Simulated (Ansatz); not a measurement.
**C₂H₅BN₂: basis-set convergence**

One table from this session's results is given with a row withheld; the runs are named, their logs left out.

The runs use Ansatz 0.2.0, Gaussian basis; one geometry, several basis sets.

Levels to be run: PBE0-D4/def2-SVP; ωB97M-V/def2-SVP; PBE0-D4/def2-QZVPP; ωB97M-V/def2-QZVPP; the functionals' def2-TZVPP values are taken from earlier runs.

### The relaxed structure

All runs share one geometry, relaxed beforehand with PBE0-D4 in a triple-zeta def2 set.

SMILES `NCB1C=N1`, 10 atoms, charge 0, spin multiplicity 1.

Atoms are counted from 1 here; the program's logs count them from 0.

Bond lengths: N1–C2 1.466 Å, N1–H6 1.013 Å, N1–H7 1.013 Å, C2–B3 1.553 Å, C2–H8 1.097 Å, C2–H9 1.097 Å, B3–C4 1.447 Å, B3–N5 1.437 Å, C4–N5 1.300 Å, C4–H10 1.087 Å. Angles: C2–N1–H6 109.8°, C2–N1–H7 109.8°, H6–N1–H7 105.6°, N1–C2–B3 117.7°, N1–C2–H8 108.7°, N1–C2–H9 108.7°, B3–C2–H8 108.7°, B3–C2–H9 108.8°, H8–C2–H9 103.3°, C2–B3–C4 162.8°, C2–B3–N5 143.6°, C4–B3–N5 53.6°, B3–C4–N5 62.8°, B3–C4–H10 167.2°, N5–C4–H10 130.0°, B3–N5–C4 63.6°.

Geometry (Å):

```xyz
10
C2H5BN2
N    -1.66538   -0.09045    0.77992
C    -0.25661   -0.49507    0.76728
B     0.64850    0.07200   -0.36033
C     1.78815    0.36328   -1.20267
N     0.65585    0.91551   -1.52419
H    -1.73193    0.91821    0.84664
H    -2.10037   -0.33426   -0.10194
H    -0.20603   -1.59090    0.74042
H     0.18907   -0.24616    1.73833
H     2.76174    0.43675   -1.68045
```

Set-up of the first run:

File in.yaml:

```yaml
crystal:
  periodic: [false, false, false]
  atoms:
    - {symbol: N, position_ang: [-1.665375, -0.090455, 0.779920]}
    - {symbol: C, position_ang: [-0.256608, -0.495067, 0.767282]}
    - {symbol: B, position_ang: [0.648501, 0.071996, -0.360334]}
    - {symbol: C, position_ang: [1.788152, 0.363282, -1.202665]}
    - {symbol: N, position_ang: [0.655852, 0.915513, -1.524194]}
    - {symbol: H, position_ang: [-1.731926, 0.918208, 0.846645]}
    - {symbol: H, position_ang: [-2.100373, -0.334264, -0.101944]}
    - {symbol: H, position_ang: [-0.206031, -1.590904, 0.740418]}
    - {symbol: H, position_ang: [0.189070, -0.246160, 1.738328]}
    - {symbol: H, position_ang: [2.761738, 0.436754, -1.680454]}
basis:
  gaussian: {orbitals: def2-SVP}
hamiltonian: {xc: pbe0, dispersion: d4}
output: {orbitals: {seedname: orbitals}}
```

The run is started by

```bash
$ ansatz run in.yaml --threads 2 --pin off --events-out ev --progress --plain --max-ram 4352MiB
```

Among the steps run: PBE0-D4 in def2-SVP; ωB97M-V in def2-SVP; PBE0-D4 in def2-QZVPP; ωB97M-V in def2-QZVPP.

One table of the session follows, with a row left open; its other results are not shown here.

It belongs to the step «Density functionals: the series». 

```
functional       basis  HOMO (eV)
   PBE0-D4    def2-SVP          ?
   PBE0-D4  def2-TZVPP      -6.74
   PBE0-D4  def2-QZVPP      -6.79
   ωB97M-V    def2-SVP      -8.87
   ωB97M-V  def2-TZVPP      -9.12
   ωB97M-V  def2-QZVPP      -9.16
```

Q: Estimate the row for PBE0-D4, def2-SVP from the others.

As computed: HOMO (eV): -6.49. In the column «HOMO (eV)» it is the highest.
